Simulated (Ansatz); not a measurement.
# C₂H₅ClOSi, SMILES C=C(Cl)[SiH2]O: a rigid torsion scan

Program: Ansatz 0.2.0 through its Python package.

The script, `torsion_c2h5closi.py`:
```python
"""Energy of C2H5ClOSi as one group turns about a bond."""

import logging
import sys

import ansatz
from ase import Atoms

logging.basicConfig(stream=sys.stdout, format="[%(levelname)s] %(message)s")
log = logging.getLogger("run")
log.setLevel(logging.INFO)


def main() -> None:
    atoms = Atoms(["C", "C", "Cl", "Si", "O", "H", "H", "H", "H", "H"], positions=[
        (0.4986, -1.5868, -0.8252),
        (0.4407, -0.6077, 0.1247),
        (1.6703, -0.6928, 1.3318),
        (-0.7461, 0.7825, 0.2025),
        (-0.0921, 2.2542, 0.308),
        (1.2012, -2.311, -0.8597),
        (-0.2609, -1.5564, -1.6306),
        (-1.646, 0.6023, 1.3879),
        (-1.6676, 0.7685, -0.9658),
        (0.6849, 2.296, 0.9294),
    ])

    # relax first, so that the scan starts from a minimum
    first = (
        ansatz.Crystal.molecule_from_ase(atoms).calculation()
        .basis(gaussian="cc-pVDZ")
        .functional("cam_b3lyp")
        .relax(force_tolerance=0.02, max_steps=80)
    )
    atoms.positions = first.run(threads=1, backend="cpu").report["positions_ang"]

    start = atoms.get_dihedral(1, 3, 4, 9)
    energies = {}
    for turn in range(0, 360, 40):
        turned = atoms.copy()
        turned.set_dihedral(1, 3, 4, 9, start + turn, indices=[4, 9])
        job = (
            ansatz.Crystal.molecule_from_ase(turned).calculation()
            .basis(gaussian="cc-pVDZ")
            .functional("cam_b3lyp")
        )
        energies[round((start + turn) % 360)] = job.run(threads=1, backend="cpu").report["free_energy_ev"]
    floor = min(energies.values())
    log.info("dihedral C1-Si3-O4-H9 (deg)   E - E(min) (kJ/mol)")
    for angle, e in sorted(energies.items()):
        log.info(f"{angle:8d} {96.485332 * (e - floor):14.3f}  " + "#" * int(30 * (e - floor) / max(max(energies.values()) - floor, 1e-9)))


if __name__ == "__main__":
    main()
```

Output of `python torsion_c2h5closi.py`:
```text
[INFO] dihedral C1-Si3-O4-H9 (deg)   E - E(min) (kJ/mol)
[INFO]       23          6.447  ##################
[INFO]       63          7.209  ####################
[INFO]      103          8.847  #########################
[INFO]      143         10.314  ##############################
[INFO]      183          9.756  ############################
[INFO]      223          7.133  ####################
[INFO]      263          2.592  #######
[INFO]      303          0.000
[INFO]      343          2.880  ########
```

The scan is rigid and the energies are electronic, in a modest basis. With rigid groups the curve can differ much from the relaxed path, the start wasn't checked as a minimum of this torsion, and equivalent turns needn't return to the same energy. Wall time of the script: 74 s on 1 thread of Arm Neoverse V2, with other jobs on the host, peak memory 0.35 GiB.
